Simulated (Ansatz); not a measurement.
This script drives the Ansatz DFT code, driven from Python.

Input file `na2lisbcl6.extxyz`:
```text
10
Lattice="0.0 5.158267 5.158267 5.158267 0.0 5.158267 5.158267 5.158267 0.0" Properties=species:S:1:pos:R:3 pbc="T T T"
Na    7.73740050    7.73740050    7.73740050
Na    2.57913350    2.57913350    2.57913350
Li    5.15826700    5.15826700    5.15826700
Sb    0.00000000    0.00000000    0.00000000
Cl    2.63563716    5.15826700    5.15826700
Cl    5.15826700    5.15826700    2.63563716
Cl    7.68089684    5.15826700    5.15826700
Cl    5.15826700    2.63563716    5.15826700
Cl    5.15826700    7.68089684    5.15826700
Cl    5.15826700    5.15826700    7.68089684
```

Script `na2lisbcl6_bands.py`:
```python
import ansatz
import numpy as np

structure = ansatz.Crystal.from_extxyz("na2lisbcl6.extxyz")

path = [
    ("K", (0.375, 0.375, 0.75)),
    ("G", (0.0, 0.0, 0.0)),
    ("L", (0.5, 0.5, 0.5)),
    ("W", (0.5, 0.25, 0.75)),
    ("X", (0.5, 0.0, 0.5)),
]
calculation = structure.calculation()
calculation = calculation.functional("pbesol")
calculation = calculation.pseudopotentials("paw")
calculation = calculation.basis(470)
calculation = calculation.kpoints(3).occupations("fermi_dirac", width=0.05)
calculation = calculation.scf(tolerance=1e-07).band_structure([point for _, point in path], intervals=8)
calculation = calculation.scf(extra_bands=8)
result = calculation.run(threads=1, pin="off")
r = result.report

print("%-22s %14.5f eV" % ("F = E - TS", r["free_energy_ev"]))
print("%-22s %14.5f eV" % ("E", r["internal_energy_ev"]))
print("%-22s %14.5f eV" % ("Harris-Foulkes", r["harris_foulkes_ev"]))
print("%-22s %14.5f eV" % ("Fermi level", r["fermi_energy_ev"]))

bands = result.band_structure()
fermi = bands.fermi_energy_ev
print(f"zero of the bands: {fermi:.3f} eV, the Fermi level found on the SCF mesh")
for spin, channel in enumerate(bands.channels):
    levels = channel.eigenvalues_ev - fermi
    crossing = [b for b in range(levels.shape[1]) if levels[:, b].min() < 0 < levels[:, b].max()]
    print(f"channel {spin}: bands that cross the Fermi level on this path:", [b + 1 for b in crossing] or "none")
    shown = crossing or sorted(np.argsort(np.abs(levels).min(axis=0))[:2])
    for k, row in zip(bands.kpoints_frac, levels[:, shown]):
        print(f"{k[0]:7.3f} {k[1]:7.3f} {k[2]:7.3f}  ", " ".join(f"{e:8.3f}" for e in row))
```

It is started by `python na2lisbcl6_bands.py`. How long does it take on 1 thread of Arm Neoverse V1, with other jobs on the host, and how much memory does it need?

It took about 18 s, with a peak of 0.64 GiB, for 1 run of the engine.

Running `python na2lisbcl6_bands.py` prints:
```text
F = E - TS               -15940.57946 eV
E                        -15940.57946 eV
Harris-Foulkes           -15940.57946 eV
Fermi level                   3.47716 eV
zero of the bands: 3.477 eV, the Fermi level found on the SCF mesh
channel 0: bands that cross the Fermi level on this path: none
  0.375   0.375   0.750     -1.455    2.030
  0.328   0.328   0.656     -1.534    1.964
  0.281   0.281   0.562     -1.650    1.892
  0.234   0.234   0.469     -1.801    1.821
  0.188   0.188   0.375     -1.981    1.753
  0.141   0.141   0.281     -2.180    1.693
  0.094   0.094   0.187     -2.389    1.643
  0.047   0.047   0.094     -2.438    1.604
  0.000   0.000   0.000     -2.430    1.581
  0.062   0.062   0.062     -2.437    1.594
  0.125   0.125   0.125     -2.458    1.593
  0.188   0.188   0.188     -2.307    1.573
  0.250   0.250   0.250     -2.155    1.545
  0.312   0.312   0.312     -2.023    1.514
  0.375   0.375   0.375     -1.920    1.487
  0.438   0.438   0.438     -1.854    1.468
  0.500   0.500   0.500     -1.831    1.461
  0.500   0.469   0.531     -1.814    1.484
  0.500   0.438   0.562     -1.765    1.548
  0.500   0.406   0.594     -1.696    1.647
  0.500   0.375   0.625     -1.619    1.768
  0.500   0.344   0.656     -1.544    1.901
  0.500   0.312   0.688     -1.482    2.036
  0.500   0.281   0.719     -1.441    2.163
  0.500   0.250   0.750     -1.427    2.254
  0.500   0.219   0.719     -1.425    2.249
  0.500   0.187   0.688     -1.421    2.235
  0.500   0.156   0.656     -1.414    2.210
  0.500   0.125   0.625     -1.406    2.181
  0.500   0.094   0.594     -1.398    2.158
  0.500   0.062   0.562     -1.391    2.140
  0.500   0.031   0.531     -1.387    2.129
  0.500   0.000   0.500     -1.385    2.125
```

Reading the output:
- Total energies depend on the potentials; only differences at equal settings carry meaning. A total without «per atom» is that of the cell as typed.
- The computed bands are complete only to about 5.4 eV above the Fermi level.
- An absolute Fermi energy rests on an arbitrary zero of the periodic potential and has no direct meaning.
- In a crystal with a gap the Fermi level's place inside it depends on smearing and mesh.
- This cell is a computed structure, which may not be the phase found in nature.
- Levels are Kohn-Sham eigenvalues on this mesh, without spin-orbit coupling.

(Lines on the test bed's own set-up are left out of the output.)
